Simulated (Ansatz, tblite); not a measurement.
# Tris(4-fluorophenyl)sulfonium (C18H12F3S+): a ladder of methods and basis sets

The task here is to estimate one member of a computed series from the others.

The runs use Ansatz 0.2.0, Gaussian basis; as each input shows.

Levels to be run: GFN1-xTB, GFN2-xTB, PBE-D4/def2-SVP, r2SCAN-D4/def2-SVP, ωB97M-V/def2-SVP, PBE0-D4/def2-TZVP, PBE-D4/def2-TZVP, HF/STO-3G, HF/6-31G, B3LYP-D4/6-31G, MP2/def2-SVP.

2 further runs of the same task are left out: 2 set aside as unsound or not needed.

## The geometry

The geometry is that of the singlet, from an earlier relaxation (PBE-D4/def2-SVP).

SMILES `Fc1ccc([S+](c2ccc(F)cc2)c2ccc(F)cc2)cc1`, 34 atoms, charge 1, spin multiplicity 1.

Bond lengths: F1–C2 1.329 Å, C2–C3 1.405 Å, C2–C22 1.405 Å, C3–C4 1.399 Å, C3–H23 1.099 Å, C4–C5 1.406 Å, C4–H24 1.099 Å, C5–S6 1.793 Å, C5–C21 1.408 Å, S6–C7 1.794 Å, S6–C14 1.793 Å, C7–C8 1.408 Å, C7–C13 1.406 Å, C8–C9 1.398 Å, C8–H25 1.101 Å, C9–C10 1.405 Å, C9–H26 1.099 Å, C10–F11 1.329 Å and more. Angles: F1–C2–C3 119.0°, F1–C2–C22 119.1°, C3–C2–C22 121.9°, C2–C3–C4 119.2°, C2–C3–H23 119.4°, C4–C3–H23 121.4°, C3–C4–C5 118.8°, C3–C4–H24 120.1°, C5–C4–H24 121.0°, C4–C5–S6 122.2°, C4–C5–C21 121.9°, S6–C5–C21 115.9°, C5–S6–C7 105.1°, C5–S6–C14 105.0°, C7–S6–C14 105.1°, S6–C7–C8 115.9°, S6–C7–C13 122.2°, C8–C7–C13 121.9° and more.

The ion is computed in the gas phase, without counter-ions or solvent.

PBE0-D4/def2-SVP was run before; its log isn't repeated, and its numbers join the tables.

The first run:

Tight binding, by tblite at 300 K electronic temperature and without a spin-polarisation term:

```python
tblite.interface.Calculator('GFN1-xTB', numbers, positions, charge=1, uhf=0).singlepoint()
```

Tight binding, by tblite at 300 K electronic temperature and without a spin-polarisation term:

```python
tblite.interface.Calculator('GFN2-xTB', numbers, positions, charge=1, uhf=0).singlepoint()
```

start.molden holds the orbitals of an earlier run on this state, given as this run's starting guess.

Contents of in.yaml:

```yaml
crystal:
  periodic: [false, false, false]
  atoms:
    - {symbol: F, position_ang: [-4.148080, -3.673407, -0.018011]}
    - {symbol: C, position_ang: [-3.163424, -2.819298, -0.275802]}
    - {symbol: C, position_ang: [-3.042381, -1.661736, 0.510624]}
    - {symbol: C, position_ang: [-2.007356, -0.759600, 0.242734]}
    - {symbol: C, position_ang: [-1.117315, -1.041143, -0.808261]}
    - {symbol: S, position_ang: [0.237369, 0.054615, -1.232612]}
    - {symbol: C, position_ang: [1.628244, -0.526037, -0.260265]}
    - {symbol: C, position_ang: [2.902382, -0.141246, -0.720106]}
    - {symbol: C, position_ang: [4.033066, -0.551467, -0.008109]}
    - {symbol: C, position_ang: [3.865578, -1.352894, 1.133588]}
    - {symbol: F, position_ang: [4.940431, -1.751262, 1.805589]}
    - {symbol: C, position_ang: [2.595394, -1.751808, 1.581744]}
    - {symbol: C, position_ang: [1.460877, -1.333434, 0.878405]}
    - {symbol: C, position_ang: [-0.203945, 1.638198, -0.515623]}
    - {symbol: C, position_ang: [0.194123, 2.011058, 0.780319]}
    - {symbol: C, position_ang: [-0.188717, 3.264566, 1.269380]}
    - {symbol: C, position_ang: [-0.957337, 4.112698, 0.454462]}
    - {symbol: F, position_ang: [-1.317290, 5.303176, 0.922288]}
    - {symbol: C, position_ang: [-1.346093, 3.744294, -0.844721]}
    - {symbol: C, position_ang: [-0.958384, 2.496060, -1.339708]}
    - {symbol: C, position_ang: [-1.247969, -2.193616, -1.606651]}
    - {symbol: C, position_ang: [-2.278661, -3.096625, -1.331068]}
    - {symbol: H, position_ang: [-3.765678, -1.479986, 1.318249]}
    - {symbol: H, position_ang: [-1.907117, 0.158047, 0.839995]}
    - {symbol: H, position_ang: [3.015744, 0.477402, -1.623443]}
    - {symbol: H, position_ang: [5.046462, -0.272937, -0.330746]}
    - {symbol: H, position_ang: [2.513344, -2.389255, 2.473740]}
    - {symbol: H, position_ang: [0.460339, -1.648749, 1.207887]}
    - {symbol: H, position_ang: [0.804892, 1.339625, 1.401445]}
    - {symbol: H, position_ang: [0.104071, 3.600618, 2.274619]}
    - {symbol: H, position_ang: [-1.935890, 4.445152, -1.453180]}
    - {symbol: H, position_ang: [-1.244912, 2.195503, -2.359319]}
    - {symbol: H, position_ang: [-0.554089, -2.387930, -2.438517]}
    - {symbol: H, position_ang: [-2.417676, -4.008570, -1.928923]}
basis:
  gaussian: {orbitals: def2-SVP, initial_orbitals: start.molden}
total_charge: 1
hamiltonian: {xc: pbe, dispersion: d4}
scf: {omitted_lower_state_checks: [starts]}
output: {orbitals: {seedname: orbitals}}
```

On the command line:

```sh
$ ansatz run in.yaml --threads 8 --pin off --events-out ev --progress --plain --max-ram 19148MiB
```

Among the steps run: PBE-D4/def2-SVP; r2SCAN-D4/def2-SVP; ωB97M-V/def2-SVP; PBE0-D4/def2-TZVP; PBE-D4/def2-TZVP; HF/STO-3G; HF/6-31G; B3LYP-D4/6-31G; MP2/def2-SVP.

One of the session's tables, all rows but one given; the rest of the session is left out.

| level | HOMO (eV) | gap (eV) |
| --- | --- | --- |
| HF/STO-3G | -11.11 | 13.28 |
| HF/6-31G | -13.02 | 11.72 |
| PBE-D4/def2-SVP | -9.67 | 3.89 |
| PBE-D4/def2-TZVP | -9.70 | 3.81 |
| r2SCAN-D4/def2-SVP | ? | ? |
| B3LYP-D4/6-31G | -10.48 | 5.63 |
| PBE0-D4/def2-SVP | -10.79 | 5.75 |
| PBE0-D4/def2-TZVP | -10.73 | 5.65 |
| ωB97M-V/def2-SVP | -12.78 | 9.76 |

Q: Estimate the row for r2SCAN-D4/def2-SVP from the others.

**Answer.** HOMO (eV): -9.95; gap (eV): 4.20. In the column «HOMO (eV)» it lies between B3LYP-D4/6-31G (-10.48) and PBE-D4/def2-TZVP (-9.70).
